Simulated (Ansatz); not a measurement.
**CH3BF2Si: up Jacob's ladder to CCSD(T)**

An exercise on one series of results from a longer session: the logs are not shown, and one member is left open.

Method: functionals in def2-TZVPP, the program's frozen cores in correlated methods; program: Ansatz 0.2.0, Gaussian basis.

Levels to be run: LDA (SPW92), PBE-D4, revPBE-D4, BLYP-D4, r2SCAN-D4, B97M-V, PBE0-D4, B3LYP-D4, r2SCANh-D4, r2SCAN0-D4, HSE06-D4, BHLYP-D4, CAM-B3LYP-D4, LC-ωPBE, ωB97X-V, ωB97M-V, B2PLYP, PBE-QIDH; CCSD(T)/def2-SVP; CCSD(T)/def2-TZVPP; MP2/def2-QZVPP; extrapolation to the limit; RPA on PBE.

**Structure used throughout**

An earlier PBE0-D4 in a triple-zeta def2 set relaxation fixed the geometry.

SMILES `F[Si]1(F)BC1`, 8 atoms, charge 0, spin multiplicity 1.

Atoms are counted from 1 here; the program's logs count them from 0.

Bond lengths: F1–Si2 1.586 Å, Si2–F3 1.583 Å, Si2–B4 1.867 Å, Si2–C5 2.008 Å, B4–C5 1.489 Å, B4–H6 1.185 Å, C5–H7 1.089 Å, C5–H8 1.100 Å. Angles: F1–Si2–F3 103.8°, F1–Si2–B4 129.4°, F1–Si2–C5 105.8°, F3–Si2–B4 126.7°, F3–Si2–C5 124.7°, B4–Si2–C5 45.0°, Si2–B4–C5 72.5°, Si2–B4–H6 139.0°, C5–B4–H6 130.2°, Si2–C5–B4 62.5°, Si2–C5–H7 148.8°, Si2–C5–H8 80.2°, B4–C5–H7 123.8°, B4–C5–H8 124.6°, H7–C5–H8 109.6°.

Coordinates:

```xyz
8
charge 0, multiplicity 1
F     2.09205    0.66782   -0.42636
Si    0.88126    0.27292    0.51949
F     1.55671   -0.60253    1.65295
B    -0.93778    0.64766    0.33288
C    -0.58122   -0.36491   -0.69936
H    -1.90596    0.74071    1.00989
H    -1.24672   -1.16627   -1.01640
H     0.23387   -0.25240   -1.42889
```

Set-up of the first run:

File in.yaml:

```yaml
crystal:
  periodic: [false, false, false]
  atoms:
    - {symbol: F, position_ang: [2.092051, 0.667824, -0.426361]}
    - {symbol: Si, position_ang: [0.881256, 0.272922, 0.519489]}
    - {symbol: F, position_ang: [1.556707, -0.602529, 1.652954]}
    - {symbol: B, position_ang: [-0.937779, 0.647660, 0.332882]}
    - {symbol: C, position_ang: [-0.581219, -0.364915, -0.699358]}
    - {symbol: H, position_ang: [-1.905962, 0.740710, 1.009888]}
    - {symbol: H, position_ang: [-1.246724, -1.166268, -1.016400]}
    - {symbol: H, position_ang: [0.233868, -0.252404, -1.428893]}
basis:
  gaussian: {orbitals: def2-TZVPP}
hamiltonian: {xc: lda}
output: {orbitals: {seedname: orbitals}}
```

Command:

```sh
ansatz run in.yaml --threads 2 --pin off --events-out ev --progress --plain --max-ram 4352MiB
```

Among the steps run: LDA; PBE-D4 (GGA); revPBE-D4 (GGA); BLYP-D4 (GGA); r2SCAN-D4 (meta-GGA); B97M-V (meta-GGA); PBE0-D4 (hybrid); B3LYP-D4 (hybrid); r2SCANh-D4 (hybrid); r2SCAN0-D4 (hybrid); HSE06-D4 (hybrid); BHLYP-D4 (hybrid); CAM-B3LYP-D4 (range-separated); LC-ωPBE (range-separated); ωB97X-V (range-separated); ωB97M-V (range-separated); B2PLYP (double hybrid); PBE-QIDH (double hybrid).

One table of the session follows, with a row left open; its other results are not shown here.

It belongs to the step «Orbital energies across the functionals». 

| functional | HOMO (eV) | LUMO (eV) | gap (eV) |
| --- | --- | --- | --- |
| LDA (SPW92) | -6.53 | -2.70 | 3.84 |
| PBE-D4 | -6.38 | -2.46 | 3.93 |
| revPBE-D4 | -6.32 | -2.36 | 3.96 |
| BLYP-D4 | -6.24 | -2.28 | 3.96 |
| r2SCAN-D4 | -6.58 | -2.22 | 4.36 |
| B97M-V | -6.60 | -2.19 | 4.42 |
| PBE0-D4 | -7.50 | -1.53 | 5.98 |
| B3LYP-D4 | ? | ? | ? |
| r2SCANh-D4 | -7.00 | -1.89 | 5.12 |
| r2SCAN0-D4 | -7.63 | -1.40 | 6.24 |
| HSE06-D4 | -7.10 | -1.91 | 5.19 |
| BHLYP-D4 | -8.48 | -0.49 | 8.00 |
| CAM-B3LYP-D4 | -8.80 | -0.38 | 8.42 |
| LC-ωPBE | -10.11 | 0.75 | 10.86 |
| ωB97X-V | -9.76 | 0.68 | 10.44 |
| ωB97M-V | -9.62 | 0.49 | 10.11 |

Estimate the missing values for B3LYP-D4.

Worked estimate for «HOMO (eV)». Against the share of exact exchange, BLYP-D4 (0, -6.24), BHLYP-D4 (0.5, -8.48) give a slope of -4.48 per unit share; at 0.2 the line stands at -7.14.

**Answer.** HOMO (eV): -7.30; LUMO (eV): -1.71; gap (eV): 5.59. In «HOMO (eV)» the line misses by +0.16.
